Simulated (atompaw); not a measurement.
**A PAW (atompaw) potential for B, from input to tests**

Aim: build the potential from the settings below, then test how well it stands in for the atom: scattering, ghost states and the plane-wave cutoff that it needs.

Program: atompaw 4.2.0.5. Reference atom: PBE, scalar-relativistic, spherical and spin-unpolarised. All values are calculated.

### Step 1. Starting point

The settings as typed:

| Quantity | Value |
| --- | --- |
| element | boron (B, Z = 5) |
| type | PAW |
| frozen core | [He] |
| valence charge | 3 |
| reference configuration | 2s1.5 2p0 (charge +1.5) |
| partial waves | 2s (bound): rc 2.25 bohr; 2s channel at 3.35 Ry: rc 1.55 bohr; 2p (bound, empty): rc 2.25 bohr; 2p channel at -1.1 Ry: rc 2.25 bohr; 3d channel at -0.05 Ry: rc 2.25 bohr; 3d channel at 2.1 Ry: rc 2.25 bohr |
| local potential | troulliermartins scheme with l = 3 at -0.5 Ry, radius 2.00 bohr |
| core correction | smooth core density matched at 1.45 bohr |
| augmentation charge | sinc compensation charge, radius 2.20 bohr; PAW radius 2.25 bohr; waves and projectors: custom polynom vanderbiltortho |

The nodes and maxima of the atom's own shells, from an earlier all-electron run, set the scale for the radii.

All-electron outer shells of the reference configuration (PBE, scalar-relativistic, ld1.x):

| shell | level (eV) | outermost node (bohr) | outermost maximum (bohr) |
| --- | --- | --- | --- |
| 1s | -202.04 | – | 0.21 |
| 2s | -25.39 | 0.46 | 1.41 |
| 2p | -19.26 | – | 1.32 |
| 3d | -4.89 | – | 3.82 |

### Step 2. The generation run

B.input

```
B 5
GGA-PBE scalarrelativistic loggrid 1500 logderivrange -4 5 226
2 2 0 0 0 0
2 0 1.5
2 1 0
0 0 0
c
v
v
2
2.25 2.20 2.00 1.45
y
3.35
n
y
-1.1
n
y
-0.05
y
2.1
n
custom polynom vanderbiltortho sinc
3 -0.5 troulliermartins
2.25
1.55
2.25
2.25
2.25
2.25
PWSCFOUT
UPFDX 0.0125d0 UPFXMIN -7.d0 UPFZMESH 5.d0
END
```

Started as:

```bash
atompaw < B.input > B.log
```

Before running it: what results should come out? Wanted: cutoffs for 10 and 1 mRy, occupied levels; bound ghosts; largest phase difference near zero energy, channels read; lowest eigenvalue of the overlap; share of valence orbitals outside the PAW sphere; UPF file.

The runs gave:

| quantity | value |
| --- | --- |
| cutoffs for 10 and 1 mRy, occupied levels | 6 Ry or less and 8 Ry |
| bound ghosts | none found |
| largest phase difference near zero energy, channels read | 0.004 rad |
| lowest eigenvalue of the overlap (Bessel basis) | 0.567 (s) |
| share of valence orbitals outside the PAW sphere | 2s 20 %, 2p 22 % |
| UPF file | written |

In words: By its cutoff, 6 Ry or less for the looser tolerance, it is soft on the atom at that tolerance. That counts occupied waves only; other projectors can need more. The Bessel-basis test finds no level below the valence levels. Near zero energy the phases of the channels with partial waves agree within 0.004 rad. These are tests on the free atom; a crystal test is still owed.
